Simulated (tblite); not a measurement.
# C4H10OSeSi2: the cost of one run

Computed with tblite 0.8.0 and PySCF 2.14.0, with density-fitted response routines of our own, on a single molecule in the gas phase. Atoms count from 0, in the outputs and in this text.

### Step 1. The starting structure

18 atoms, charge 0, multiplicity 1; geometry from: force field or distance geometry start.

Bonds of the start (Å): C0–C1 1.20, C1–Si2 1.84, Si2–Se3 2.26, Si2–O4 1.74, O4–C5 1.38, C5–C6 1.51, C6–Si7 1.86, C0–H8 1.08, Si2–H9 1.47, Se3–H10 1.56, C5–H11 1.11, C5–H12 1.11, C6–H13 1.12, C6–H14 1.09, Si7–H15 1.47, Si7–H16 1.46, Si7–H17 1.47.

### Step 2. Relaxing the molecule with GFN2-xTB

What the job is given:

```
{"job": {"kind": "relax", "xc": "GFN2-xTB", "basis": "xTB"}, "charge": 0, "multiplicity": 1}
C      2.206800     3.304100    -1.083900
C      2.030700     2.199300    -0.649000
Si     1.769400     0.513600     0.027400
Se     3.296800    -0.894500    -0.870200
O      0.172700    -0.027100    -0.409900
C     -0.284700    -1.039200     0.408900
C     -1.668600    -1.496400     0.005400
Si    -2.816700    -0.037900     0.137400
H      2.344000     4.292100    -1.485900
H      1.869500     0.610900     1.493900
H      3.891400    -1.720000     0.318400
H     -0.365500    -0.612000     1.431600
H      0.474200    -1.853600     0.367500
H     -1.939800    -2.282500     0.754600
H     -1.636600    -1.938300    -0.988200
H     -4.141800    -0.424000    -0.379700
H     -2.282300     1.071900    -0.638700
H     -2.928300     0.339900     1.548700
```

Started as:

```
OMP_NUM_THREADS=1 python probes_run.py task.json out
```

The driver reads the jobs from task.json and runs them one after another.

Q: Estimate the wall time and peak memory of this first job on 1 thread of Arm Neoverse N1, shared host.

About 3.4 s, with a peak of 0.18 GiB.
